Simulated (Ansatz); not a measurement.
**WS2(NH2)2 (H₄N₂S₂W): two torsions**

Aim: map the energy of WS2(NH2)2 (H₄N₂S₂W) over two coordinates, and find its wells, ridges and stiffness.

The runs use Ansatz 0.2.0; RKS BHLYP-D4/def2-SVP.

## Step 1: Starting geometry

9 atoms, charge 0, spin multiplicity 1.

Atoms are counted from 1 here; the program's logs count them from 0.

Bond lengths: W1–S2 2.158 Å, W1–S3 2.158 Å, W1–N4 1.947 Å, W1–N7 1.947 Å, N4–H5 1.025 Å, N4–H6 1.025 Å, N7–H8 1.025 Å, N7–H9 1.025 Å. Angles: S2–W1–S3 114.1°, S2–W1–N4 107.8°, S2–W1–N7 107.8°, S3–W1–N4 107.8°, S3–W1–N7 107.8°, N4–W1–N7 111.6°, W1–N4–H5 124.3°, W1–N4–H6 124.3°, H5–N4–H6 111.5°, W1–N7–H8 124.3°, W1–N7–H9 124.3°, H8–N7–H9 111.5°.

Coordinates:

```xyz
9
H4N2S2W
W     0.5094    0.0007    0.3530
S     0.4433    0.0105    2.5103
S     2.5061   -0.0063   -0.4666
N    -0.3873    1.6095   -0.2775
H    -0.1838    2.0712   -1.1692
H    -1.1484    2.0790    0.2224
N    -0.3928   -1.6106   -0.2630
H    -1.1553   -2.0731    0.2413
H    -0.1911   -2.0809   -1.1506
```

This geometry comes from a loose relaxation at PBE in a small basis, which is not shown.

## Step 2: Geometry optimisation

input.yaml

```yaml
crystal:
  periodic: [false, false, false]
  atoms:
    - { symbol: W, position_ang: [0.509389, 0.000709, 0.352977] }
    - { symbol: S, position_ang: [0.443342, 0.010508, 2.510316] }
    - { symbol: S, position_ang: [2.506101, -0.006321, -0.466574] }
    - { symbol: "N", position_ang: [-0.387328, 1.609463, -0.277549] }
    - { symbol: H, position_ang: [-0.183778, 2.07122, -1.169198] }
    - { symbol: H, position_ang: [-1.148439, 2.078962, 0.222418] }
    - { symbol: "N", position_ang: [-0.39284, -1.610582, -0.263045] }
    - { symbol: H, position_ang: [-1.15532, -2.073116, 0.241303] }
    - { symbol: H, position_ang: [-0.191127, -2.080853, -1.150647] }
basis:
  gaussian: { orbitals: def2-SVP }
hamiltonian:
  xc: { name: BHLYP }
  dispersion: d4
output:
  forces: true
relax:
  f_tol: 0.003
  max_steps: 120
```

On the command line:

```sh
$ ansatz run input.yaml --threads 1 --pin off --max-ram 2560MiB --backend cpu --events-out ev --progress --plain --runs-dir out
```

Output (excerpt; [...] marks lines left out):

```text
Warning: RAYON_NUM_THREADS=1 ignored (pool sized by the plan → 1); use --threads N
[...]
Functional definition: BHLYP
[...]
1232 factors; integrals over basis functions are off by at most 2.1e-4 eV
[...]
mean field -26530.71934349 eV, -974.9859527059 hartree, gradient 2.6e-5 eV, S^2 0.000000; 0 other end points of the search recorded, 0 dependent functions left out
[...]
reference -26530.71955590 eV, -974.9859605118 hartree; 32, 32 occupied and 84, 84 virtual orbitals, 1232 factors
relax step   1: F+E_penalty+E_count = -26531.17202949 eV  Δ(F+E_penalty+E_count) = +0.000e0 eV  max|allowed force component| = 9.551e-1 eV/Å  Δτ_max = 0.0000 Å  (33 SCF iters, accepted)
[...]
relax step   7: F+E_penalty+E_count = -26531.23214691 eV  Δ(F+E_penalty+E_count) = -7.639e-6 eV  max|allowed force component| = 1.247e-2 eV/Å  Δτ_max = 0.0010 Å  (30 SCF iters, accepted)
[...]
relax step   8: F+E_penalty+E_count = -26531.23215073 eV  Δ(F+E_penalty+E_count) = -3.821e-6 eV  max|allowed force component| = 1.040e-3 eV/Å  Δτ_max = 0.0006 Å  (30 SCF iters, accepted)
1232 factors; integrals over basis functions are off by at most 1.9e-4 eV
mean field -26530.77349542 eV, -974.9879427527 hartree, gradient 1.0e-5 eV, S^2 0.000000; 1 other end points of the search recorded, 0 dependent functions left out
[...]
reference -26530.77370674 eV, -974.9879505183 hartree; 32, 32 occupied and 84, 84 virtual orbitals, 1232 factors
Total energy: -26531.23236204 eV, -975.0048057898 hartree
Atom 0 at     0.504101     0.000711     0.349304 Å, force    -0.000724    -0.000000    -0.000503 eV/Å
Atom 1 at     0.435291     0.010389     2.477844 Å, force     0.000102     0.000010     0.000101 eV/Å
Atom 2 at     2.472886    -0.006283    -0.462698 Å, force     0.000131    -0.000010     0.000061 eV/Å
Atom 3 at    -0.394488     1.590507    -0.282383 Å, force     0.000392    -0.001039     0.000291 eV/Å
Atom 4 at    -0.175957     2.059342    -1.148240 Å, force    -0.000075     0.000075    -0.000057 eV/Å
Atom 5 at    -1.125951     2.067103     0.222680 Å, force    -0.000079     0.000077    -0.000049 eV/Å
Atom 6 at    -0.399909    -1.591631    -0.268074 Å, force     0.000408     0.001040     0.000263 eV/Å
Atom 7 at    -1.132957    -2.061194     0.241261 Å, force    -0.000080    -0.000075    -0.000050 eV/Å
Atom 8 at    -0.183016    -2.068954    -1.129695 Å, force    -0.000074    -0.000077    -0.000057 eV/Å
Dipole moment:    -0.741228    -0.001047    -0.513615 e Å
```

It took 77 s on 1 thread of Arm Neoverse V1, shared host; peak memory 0.29 GiB.

Step by step:

| step | energy from step 1 (eV) | largest force component (eV/Å) |
| --- | --- | --- |
| 1 | 0.0000 | 0.9551 |
| 2 | -0.0333 | 0.7862 |
| 3 | -0.0559 | 0.3143 |
| 4 | -0.0591 | 0.1566 |
| 5 | -0.0600 | 0.0331 |
| 6 | -0.0601 | 0.0082 |
| 7 | -0.0601 | 0.0125 |
| 8 | -0.0601 | 0.0010 |

Distances of close pairs at the start and the end, largest changes first:

| bond | before (Å) | after (Å) | change (Å) |
| --- | --- | --- | --- |
| W1–S3 | 2.158 | 2.130 | -0.029 |
| W1–S2 | 2.158 | 2.130 | -0.029 |
| N4–H5 | 1.025 | 1.009 | -0.016 |
| N4–H6 | 1.025 | 1.009 | -0.016 |
| N7–H8 | 1.025 | 1.009 | -0.016 |
| N7–H9 | 1.025 | 1.009 | -0.016 |
| W1–N7 | 1.947 | 1.932 | -0.014 |
| W1–N4 | 1.947 | 1.932 | -0.014 |

## Step 3: Plan of the scan

The axes are (1) dihedral N4–W1–N7–H8: 15 values from −180 to 156 °, periodic; (2) dihedral N7–W1–N4–H5: 15 values from −180 to 156 °, periodic.

Nothing else is relaxed (all other coordinates rigid). Energies count from the relaxed molecule at the same level. Points are written as (first, second).

Of the runs on the grid, 2 are shown in the steps below; the others differ only in the two coordinates.

## Step 4: The run at (−156°, −108°)

input.yaml

```yaml
crystal:
  periodic: [false, false, false]
  atoms:
    - { symbol: W, position_ang: [0.504101, 0.000711, 0.349304] }
    - { symbol: S, position_ang: [0.435291, 0.010389, 2.477844] }
    - { symbol: S, position_ang: [2.472886, -0.006283, -0.462698] }
    - { symbol: "N", position_ang: [-0.394488, 1.590507, -0.282383] }
    - { symbol: H, position_ang: [-0.031776, 2.199917, -0.999551] }
    - { symbol: H, position_ang: [-1.274416, 1.926009, 0.078776] }
    - { symbol: "N", position_ang: [-0.399909, -1.591631, -0.268074] }
    - { symbol: H, position_ang: [-0.34352, -2.489041, 0.188813] }
    - { symbol: H, position_ang: [-0.969787, -1.634125, -1.09916] }
basis:
  gaussian: { orbitals: def2-SVP }
hamiltonian:
  xc: { name: BHLYP }
  dispersion: d4
output:
  forces: true
```

On the command line:

```sh
$ ansatz run input.yaml --threads 1 --pin off --max-ram 2560MiB --backend cpu --events-out ev --progress --plain --runs-dir out
```

Output (excerpt; [...] marks lines left out):

```text
Warning: RAYON_NUM_THREADS=1 ignored (pool sized by the plan → 1); use --threads N
[...]
Functional definition: BHLYP
[...]
1127 factors; integrals over basis functions are off by at most 1.1e-3 eV
[...]
mean field -26530.54912849 eV, -974.9796974201 hartree, gradient 5.4e-5 eV, S^2 0.000000; 0 other end points of the search recorded, 0 dependent functions left out
[...]
reference -26530.54934098 eV, -974.9797052289 hartree; 32, 32 occupied and 84, 84 virtual orbitals, 1127 factors
Total energy: -26531.00794723 eV, -974.9965586977 hartree
Atom 0 at     0.504101     0.000711     0.349304 Å, force    -0.375116     0.443186    -0.131902 eV/Å
Atom 1 at     0.435291     0.010389     2.477844 Å, force     0.217126    -0.179968     0.145147 eV/Å
Atom 2 at     2.472886    -0.006283    -0.462698 Å, force     0.300811     0.182155     0.092732 eV/Å
Atom 3 at    -0.394488     1.590507    -0.282383 Å, force     0.075270    -0.461904    -0.298972 eV/Å
Atom 4 at    -0.031776     2.199917    -0.999551 Å, force    -0.008497     0.004090    -0.022957 eV/Å
Atom 5 at    -1.274416     1.926009     0.078776 Å, force     0.055014     0.102708     0.206264 eV/Å
Atom 6 at    -0.399909    -1.591631    -0.268074 Å, force    -0.327121    -0.049554     0.093282 eV/Å
Atom 7 at    -0.343520    -2.489041     0.188813 Å, force    -0.098883     0.006563     0.040580 eV/Å
Atom 8 at    -0.969787    -1.634125    -1.099160 Å, force     0.161394    -0.047277    -0.124174 eV/Å
Dipole moment:    -0.820399     0.052850    -0.551913 e Å
```

Run time: 9.3 s. Hardware: 1 thread of Arm Neoverse V1, shared host; peak memory 0.26 GiB.

Energy on the map's scale: 5.2 kcal/mol.

## Step 5: Grid point (84°, 84°)

input.yaml

```yaml
crystal:
  periodic: [false, false, false]
  atoms:
    - { symbol: W, position_ang: [0.504101, 0.000711, 0.349304] }
    - { symbol: S, position_ang: [0.435291, 0.010389, 2.477844] }
    - { symbol: S, position_ang: [2.472886, -0.006283, -0.462698] }
    - { symbol: "N", position_ang: [-0.394488, 1.590507, -0.282383] }
    - { symbol: H, position_ang: [-1.189737, 2.011438, 0.173321] }
    - { symbol: H, position_ang: [-0.14009, 2.090644, -1.120485] }
    - { symbol: "N", position_ang: [-0.399909, -1.591631, -0.268074] }
    - { symbol: H, position_ang: [-0.25174, -2.013476, -1.172155] }
    - { symbol: H, position_ang: [-1.094313, -2.09239, 0.265138] }
basis:
  gaussian: { orbitals: def2-SVP }
hamiltonian:
  xc: { name: BHLYP }
  dispersion: d4
output:
  forces: true
```

On the command line:

```sh
$ ansatz run input.yaml --threads 1 --pin off --max-ram 2560MiB --backend cpu --events-out ev --progress --plain --runs-dir out
```

Output (excerpt; [...] marks lines left out):

```text
Warning: RAYON_NUM_THREADS=1 ignored (pool sized by the plan → 1); use --threads N
[...]
Functional definition: BHLYP
[...]
1127 factors; integrals over basis functions are off by at most 9.6e-4 eV
[...]
mean field -26530.77024020 eV, -974.9878231254 hartree, gradient 2.3e-5 eV, S^2 0.000000; 0 other end points of the search recorded, 0 dependent functions left out
[...]
reference -26530.77045161 eV, -974.9878308945 hartree; 32, 32 occupied and 84, 84 virtual orbitals, 1127 factors
Total energy: -26531.22910319 eV, -975.0046860292 hartree
Atom 0 at     0.504101     0.000711     0.349304 Å, force    -0.000296    -0.000000    -0.000205 eV/Å
Atom 1 at     0.435291     0.010389     2.477844 Å, force    -0.001804    -0.040202     0.007061 eV/Å
Atom 2 at     2.472886    -0.006283    -0.462698 Å, force     0.005901     0.040208    -0.004223 eV/Å
Atom 3 at    -0.394488     1.590507    -0.282383 Å, force     0.009822    -0.031935    -0.066930 eV/Å
Atom 4 at    -1.189737     2.011438     0.173321 Å, force     0.014606     0.019512     0.026881 eV/Å
Atom 5 at    -0.140090     2.090644    -1.120485 Å, force    -0.002704     0.002040     0.004659 eV/Å
Atom 6 at    -0.399909    -1.591631    -0.268074 Å, force    -0.059277     0.031865     0.032661 eV/Å
Atom 7 at    -0.251740    -2.013476    -1.172155 Å, force     0.030336    -0.019449     0.004260 eV/Å
Atom 8 at    -1.094313    -2.092390     0.265138 Å, force     0.003417    -0.002039    -0.004166 eV/Å
Dipole moment:    -0.759390    -0.001073    -0.526199 e Å
```

Run time: 9.2 s. Hardware: 1 thread of Arm Neoverse V1, shared host; peak memory 0.26 GiB.

Energy on the map's scale: 0.08 kcal/mol.

## Step 6: All points together

120 points were computed, 105 more follow by symmetry. Energies in kcal/mol, from the relaxed molecule at the same level:

```csv
"dihedral N7–W1–N4–H5 (°) ↓, dihedral N4–W1–N7–H8 (°) →",−180,−156,−132,−108,−84,−60,−36,−12,12,36,60,84,108,132,156
156,17.6,16.0,11.1,6.5,4.9,7.1,11.9,16.6,17.5,13.9,8.7,5.3,5.6,9.4,14.6
132,12.0,11.3,7.9,4.1,2.5,3.8,7.4,11.0,12.2,9.9,6.0,3.0,2.9,5.5,9.4
108,7.3,6.6,4.2,1.6,0.5,1.6,4.2,6.7,7.3,5.6,2.8,0.8,0.8,2.9,5.6
84,6.1,4.8,2.4,0.4,0.2,1.8,4.2,5.9,5.7,3.7,1.3,0.1,0.8,3.0,5.3
60,9.0,6.7,3.5,1.4,1.7,4.2,7.4,9.2,8.1,5.1,2.3,1.3,2.8,6.0,8.7
36,14.5,11.4,6.9,3.9,4.2,7.5,12.0,14.7,13.4,9.2,5.1,3.7,5.6,9.9,13.9
12,19.3,16.0,10.4,6.3,5.9,9.3,14.9,19.0,18.2,13.4,8.1,5.7,7.3,12.2,17.5
−12,19.4,17.1,11.7,7.0,5.7,8.4,13.7,18.5,19.0,14.7,9.2,5.9,6.7,11.0,16.6
−36,14.8,13.8,9.6,5.4,3.7,5.4,9.6,13.7,14.9,12.0,7.4,4.2,4.2,7.4,11.9
−60,9.2,8.7,5.8,2.7,1.3,2.4,5.4,8.4,9.3,7.5,4.2,1.8,1.6,3.8,7.1
−84,6.0,5.1,2.9,0.7,0.1,1.3,3.7,5.7,5.9,4.2,1.7,0.2,0.5,2.5,4.9
−108,6.9,5.2,2.5,0.6,0.7,2.7,5.4,7.0,6.3,3.9,1.4,0.4,1.6,4.1,6.5
−132,11.5,8.7,4.9,2.5,2.9,5.8,9.6,11.7,10.4,6.9,3.5,2.4,4.2,7.9,11.1
−156,17.2,13.8,8.7,5.2,5.1,8.7,13.8,17.1,16.0,11.4,6.7,4.8,6.6,11.3,16.0
−180,20.0,17.2,11.5,6.9,6.0,9.2,14.8,19.4,19.3,14.5,9.0,6.1,7.3,12.0,17.6
```

The dipole moment (D) at each point:

| dihedral N7–W1–N4–H5 (°) ↓, dihedral N4–W1–N7–H8 (°) → | −180 | −156 | −132 | −108 | −84 | −60 | −36 | −12 | 12 | 36 | 60 | 84 | 108 | 132 | 156 |
| --- | --- | --- | --- | --- | --- | --- | --- | --- | --- | --- | --- | --- | --- | --- | --- |
| 156 | 5.10 | 5.08 | 4.96 | 4.85 | 4.79 | 4.82 | 4.93 | 5.06 | 5.12 | 5.06 | 4.94 | 4.85 | 4.84 | 4.90 | 5.02 |
| 132 | 5.01 | 4.98 | 4.82 | 4.67 | 4.59 | 4.64 | 4.79 | 4.96 | 5.03 | 4.94 | 4.78 | 4.66 | 4.65 | 4.74 | 4.90 |
| 108 | 4.94 | 4.86 | 4.67 | 4.49 | 4.43 | 4.52 | 4.71 | 4.89 | 4.94 | 4.81 | 4.61 | 4.49 | 4.50 | 4.65 | 4.84 |
| 84 | 4.92 | 4.80 | 4.59 | 4.42 | 4.39 | 4.52 | 4.73 | 4.90 | 4.89 | 4.73 | 4.54 | 4.44 | 4.49 | 4.66 | 4.85 |
| 60 | 4.96 | 4.82 | 4.62 | 4.50 | 4.51 | 4.65 | 4.84 | 4.96 | 4.92 | 4.75 | 4.59 | 4.54 | 4.61 | 4.78 | 4.94 |
| 36 | 5.05 | 4.92 | 4.76 | 4.69 | 4.71 | 4.83 | 4.98 | 5.06 | 5.01 | 4.87 | 4.75 | 4.73 | 4.81 | 4.94 | 5.06 |
| 12 | 5.13 | 5.04 | 4.92 | 4.86 | 4.86 | 4.94 | 5.05 | 5.13 | 5.10 | 5.01 | 4.92 | 4.89 | 4.94 | 5.03 | 5.12 |
| −12 | 5.12 | 5.08 | 4.97 | 4.88 | 4.84 | 4.88 | 4.98 | 5.09 | 5.13 | 5.06 | 4.96 | 4.90 | 4.89 | 4.96 | 5.06 |
| −36 | 5.03 | 5.00 | 4.87 | 4.73 | 4.66 | 4.70 | 4.82 | 4.98 | 5.05 | 4.98 | 4.84 | 4.73 | 4.71 | 4.79 | 4.93 |
| −60 | 4.93 | 4.87 | 4.69 | 4.52 | 4.45 | 4.52 | 4.70 | 4.88 | 4.94 | 4.83 | 4.65 | 4.52 | 4.52 | 4.64 | 4.82 |
| −84 | 4.88 | 4.78 | 4.57 | 4.39 | 4.34 | 4.45 | 4.66 | 4.84 | 4.86 | 4.71 | 4.51 | 4.39 | 4.43 | 4.59 | 4.79 |
| −108 | 4.89 | 4.76 | 4.54 | 4.40 | 4.39 | 4.52 | 4.73 | 4.88 | 4.86 | 4.69 | 4.50 | 4.42 | 4.49 | 4.67 | 4.85 |
| −132 | 4.97 | 4.82 | 4.65 | 4.54 | 4.57 | 4.69 | 4.87 | 4.97 | 4.92 | 4.76 | 4.62 | 4.59 | 4.67 | 4.82 | 4.96 |
| −156 | 5.07 | 4.96 | 4.82 | 4.76 | 4.78 | 4.87 | 5.00 | 5.08 | 5.04 | 4.92 | 4.82 | 4.80 | 4.86 | 4.98 | 5.08 |
| −180 | 5.14 | 5.07 | 4.97 | 4.89 | 4.88 | 4.93 | 5.03 | 5.12 | 5.13 | 5.05 | 4.96 | 4.92 | 4.94 | 5.01 | 5.10 |

Energy (kcal/mol) at eleven even steps along the easiest path on the interpolated surface, from (84°, 84°): 0.0, 0.4, 2.0, 3.5, 5.3, 6.0, 5.5, 3.9, 2.4, 0.7, 0.0.

## Step 7: Outcome

| quantity | value |
| --- | --- |
| lowest point | (84°, 84°), 0.08 kcal/mol |
| highest computed point | (−180°, −180°), 20.0 kcal/mol above the lowest |
| dipole moment (D) | 4.34 at (−84°, −84°) to 5.14 at (−180°, −180°); 4.44 at the lowest point |
| time for the whole task | 20 min on 1 thread, shared host |

**Reading.** The lowest computed point is at (84°, 84°), 0.08 kcal/mol from the relaxed molecule at the same level; the map holds 4 wells of about this depth. The grid shows no other well, apart from its symmetry copies. The highest computed point, (−180°, −180°), lies 20.0 kcal/mol above the lowest. On the interpolated surface the easiest way out of the lowest well to the well at (−84°, 84°) passes a barrier of about 6 kcal/mol. Round the minimum the valley is somewhat tilted: raising dihedral N4–W1–N7–H8 shifts the best value of dihedral N7–W1–N4–H5 upwards (coupling k₁₂/√(k₁₁k₂₂) about −0.4).
